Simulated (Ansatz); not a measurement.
**CH7BCl2OSi: up Jacob's ladder to CCSD(T)**

An exercise on one series of results from a longer session: the logs are not shown, and one member is left open.

Program: Ansatz 0.2.0, Gaussian basis. Level of theory: functionals in def2-TZVPP, the program's frozen cores in correlated methods. These are calculated values, not measurements.

The runs, in order: LDA (SPW92), PBE-D4, revPBE-D4, BLYP-D4, r2SCAN-D4, B97M-V, PBE0-D4, B3LYP-D4, r2SCANh-D4, r2SCAN0-D4, HSE06-D4, BHLYP-D4, CAM-B3LYP-D4, LC-ωPBE, ωB97X-V, ωB97M-V, B2PLYP, PBE-QIDH; CCSD(T)/def2-SVP; CCSD(T)/def2-TZVPP; MP2/def2-QZVPP; extrapolation to the limit; RPA on PBE.

## The geometry

The geometry comes from an earlier relaxation with PBE0-D4 in a triple-zeta def2 set; it is a stationary point, not always the lowest conformer.

SMILES `C[B-](Cl)(Cl)[OH+][SiH3]`, 13 atoms, charge 0, spin multiplicity 1.

Atoms are counted from 1 here; the program's logs count them from 0.

Bond lengths: C1–B2 1.575 Å, C1–H7 1.092 Å, C1–H8 1.095 Å, C1–H9 1.093 Å, B2–Cl3 1.847 Å, B2–Cl4 1.840 Å, B2–O5 1.621 Å, O5–Si6 1.730 Å, O5–H10 0.965 Å, Si6–H11 1.472 Å, Si6–H12 1.485 Å, Si6–H13 1.471 Å. Angles: B2–C1–H7 109.8°, B2–C1–H8 111.9°, B2–C1–H9 111.7°, H7–C1–H8 106.9°, H7–C1–H9 107.8°, H8–C1–H9 108.5°, C1–B2–Cl3 115.0°, C1–B2–Cl4 114.8°, C1–B2–O5 108.4°, Cl3–B2–Cl4 112.4°, Cl3–B2–O5 100.8°, Cl4–B2–O5 103.6°, B2–O5–Si6 122.2°, B2–O5–H10 109.8°, Si6–O5–H10 115.3°, O5–Si6–H11 111.1°, O5–Si6–H12 99.9°, O5–Si6–H13 108.5° and more.

Set-up of the first run:

File in.yaml:

```yaml
crystal:
  periodic: [false, false, false]
  atoms:
    - {symbol: C, position_ang: [-1.594288, 0.296790, 1.265946]}
    - {symbol: B, position_ang: [-0.734601, -0.488659, 0.204864]}
    - {symbol: Cl, position_ang: [0.382342, -1.781045, 0.906657]}
    - {symbol: Cl, position_ang: [-1.675611, -1.093777, -1.256256]}
    - {symbol: O, position_ang: [0.347839, 0.534479, -0.434444]}
    - {symbol: Si, position_ang: [1.918572, 0.015559, -0.940266]}
    - {symbol: H, position_ang: [-2.328476, -0.373823, 1.718106]}
    - {symbol: H, position_ang: [-2.152931, 1.120591, 0.810287]}
    - {symbol: H, position_ang: [-0.972964, 0.701274, 2.069218]}
    - {symbol: H, position_ang: [-0.095868, 1.149025, -1.032360]}
    - {symbol: H, position_ang: [1.839938, -1.234974, -1.711963]}
    - {symbol: H, position_ang: [2.290500, 1.149384, -1.824050]}
    - {symbol: H, position_ang: [2.796048, -0.029624, 0.238963]}
basis:
  gaussian: {orbitals: def2-TZVPP}
hamiltonian: {xc: lda}
output: {orbitals: {seedname: orbitals}}
```

Launch:

```
> ansatz run in.yaml --threads 4 --pin off --events-out ev --progress --plain --max-ram 11315MiB
```

Steps of the session up to this table: LDA; PBE-D4 (GGA); revPBE-D4 (GGA); BLYP-D4 (GGA); r2SCAN-D4 (meta-GGA); B97M-V (meta-GGA); PBE0-D4 (hybrid); B3LYP-D4 (hybrid); r2SCANh-D4 (hybrid); r2SCAN0-D4 (hybrid); HSE06-D4 (hybrid); BHLYP-D4 (hybrid); CAM-B3LYP-D4 (range-separated); LC-ωPBE (range-separated); ωB97X-V (range-separated); ωB97M-V (range-separated); B2PLYP (double hybrid); PBE-QIDH (double hybrid).

One of the session's tables, all rows but one given; the rest of the session is left out.

It belongs to the step «Frontier levels by functional». 

```
  functional  HOMO (eV)  gap (eV)
 LDA (SPW92)      -6.87      4.92
      PBE-D4      -6.73      5.03
   revPBE-D4      -6.67      5.08
     BLYP-D4      -6.57      4.97
   r2SCAN-D4      -7.07      5.79
      B97M-V      -7.20      5.65
     PBE0-D4      -8.10      7.27
    B3LYP-D4      -7.83      6.76
  r2SCANh-D4      -7.57      6.58
  r2SCAN0-D4          ?         ?
    HSE06-D4      -7.70      6.50
    BHLYP-D4      -9.35      9.36
CAM-B3LYP-D4      -9.47      9.59
     LC-ωPBE     -10.89     12.24
     ωB97X-V     -10.53     11.70
     ωB97M-V     -10.38     11.22
```

**Question.** Estimate the row for r2SCAN0-D4.

Worked estimate for «HOMO (eV)». Against the share of exact exchange, r2SCAN-D4 (0, -7.07), r2SCANh-D4 (0.1, -7.57) give a slope of -5.00 per unit share; at 0.25 the line stands at -8.32.

As computed: HOMO (eV): -8.33; gap (eV): 7.77. In «HOMO (eV)» the line misses by +0.01.
